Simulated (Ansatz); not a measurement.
**C₃H₆F₂Si: basis-set convergence**

An exercise on one series of results from a longer session: the logs are not shown, and one member is left open.

Program: Ansatz 0.2.0, Gaussian basis. Level of theory: one geometry, several basis sets. These are calculated values, not measurements.

The runs, in order: PBE0-D4/def2-SVP; ωB97M-V/def2-SVP; PBE0-D4/def2-QZVPP; ωB97M-V/def2-QZVPP; the functionals' def2-TZVPP values are taken from earlier runs.

## The relaxed structure

The geometry comes from an earlier relaxation with PBE0-D4 in a triple-zeta def2 set; it is a stationary point, not always the lowest conformer.

SMILES `C=CC[SiH](F)F`, 12 atoms, charge 0, spin multiplicity 1.

Atoms are counted from 1 here; the program's logs count them from 0.

Bond lengths: C1–C2 1.327 Å, C1–H7 1.086 Å, C1–H8 1.083 Å, C2–C3 1.493 Å, C2–H9 1.088 Å, C3–Si4 1.856 Å, C3–H10 1.095 Å, C3–H11 1.096 Å, Si4–F5 1.590 Å, Si4–F6 1.590 Å, Si4–H12 1.476 Å. Angles: C2–C1–H7 121.7°, C2–C1–H8 121.3°, H7–C1–H8 117.1°, C1–C2–C3 125.1°, C1–C2–H9 118.9°, C3–C2–H9 115.9°, C2–C3–Si4 110.7°, C2–C3–H10 111.1°, C2–C3–H11 111.5°, Si4–C3–H10 107.8°, Si4–C3–H11 108.0°, H10–C3–H11 107.5°, C3–Si4–F5 109.4°, C3–Si4–F6 109.9°, C3–Si4–H12 114.0°, F5–Si4–F6 106.9°, F5–Si4–H12 108.1°, F6–Si4–H12 108.2°.

Geometry (Å):

```mol
C3H6F2Si
  3D, bonds by distance, orders not assigned

 12 11  0  0  0  0  0  0  0  0999 V2000
    1.9589    0.5643   -0.1969 C   0  0
    1.0506   -0.3874   -0.0257 C   0  0
   -0.2020   -0.2443    0.7741 C   0  0
   -1.6704   -0.0234   -0.3388 Si  0  0
   -1.7875   -1.2737   -1.3146 F   0  0
   -3.0045    0.0134    0.5262 F   0  0
    1.8648    1.5344    0.2814 H   0  0
    2.8322    0.4033   -0.8171 H   0  0
    1.1876   -1.3423   -0.5280 H   0  0
   -0.1504    0.6262    1.4366 H   0  0
   -0.3813   -1.1252    1.4005 H   0  0
   -1.6211    1.1993   -1.1636 H   0  0
  1  2  8  0
  2  3  8  0
  3  4  8  0
  4  5  8  0
  4  6  8  0
  1  7  8  0
  1  8  8  0
  2  9  8  0
  3 10  8  0
  3 11  8  0
  4 12  8  0
M  END
```

Set-up of the first run:

in.yaml reads:

```yaml
crystal:
  periodic: [false, false, false]
  atoms:
    - {symbol: C, position_ang: [1.958883, 0.564346, -0.196886]}
    - {symbol: C, position_ang: [1.050602, -0.387437, -0.025736]}
    - {symbol: C, position_ang: [-0.202032, -0.244263, 0.774109]}
    - {symbol: Si, position_ang: [-1.670378, -0.023389, -0.338829]}
    - {symbol: F, position_ang: [-1.787481, -1.273687, -1.314614]}
    - {symbol: F, position_ang: [-3.004547, 0.013434, 0.526195]}
    - {symbol: H, position_ang: [1.864763, 1.534446, 0.281387]}
    - {symbol: H, position_ang: [2.832225, 0.403330, -0.817063]}
    - {symbol: H, position_ang: [1.187609, -1.342281, -0.527981]}
    - {symbol: H, position_ang: [-0.150379, 0.626158, 1.436635]}
    - {symbol: H, position_ang: [-0.381302, -1.125185, 1.400499]}
    - {symbol: H, position_ang: [-1.621063, 1.199329, -1.163615]}
basis:
  gaussian: {orbitals: def2-SVP}
hamiltonian: {xc: pbe0, dispersion: d4}
output: {orbitals: {seedname: orbitals}}
```

Launch:

```sh
$ ansatz run in.yaml --threads 4 --pin off --events-out ev --progress --plain --max-ram 10444MiB
```

Steps of the session up to this table: PBE0-D4 in def2-SVP; ωB97M-V in def2-SVP; PBE0-D4 in def2-QZVPP; ωB97M-V in def2-QZVPP.

One table of the session follows, with a row left open; its other results are not shown here.

It belongs to the step «Functionals by basis». 

| functional | basis | HOMO (eV) | LUMO (eV) |
| --- | --- | --- | --- |
| PBE0-D4 | def2-SVP | -7.51 | 0.02 |
| PBE0-D4 | def2-TZVPP | -7.56 | -0.21 |
| PBE0-D4 | def2-QZVPP | -7.58 | -0.28 |
| ωB97M-V | def2-SVP | -9.72 | 2.19 |
| ωB97M-V | def2-TZVPP | ? | ? |
| ωB97M-V | def2-QZVPP | -9.79 | 1.62 |

Q: Estimate the row for ωB97M-V, def2-TZVPP from the others.

**Answer.** HOMO (eV): -9.77; LUMO (eV): 1.83. In the column «HOMO (eV)» it lies between ωB97M-V, def2-QZVPP (-9.79) and ωB97M-V, def2-SVP (-9.72).
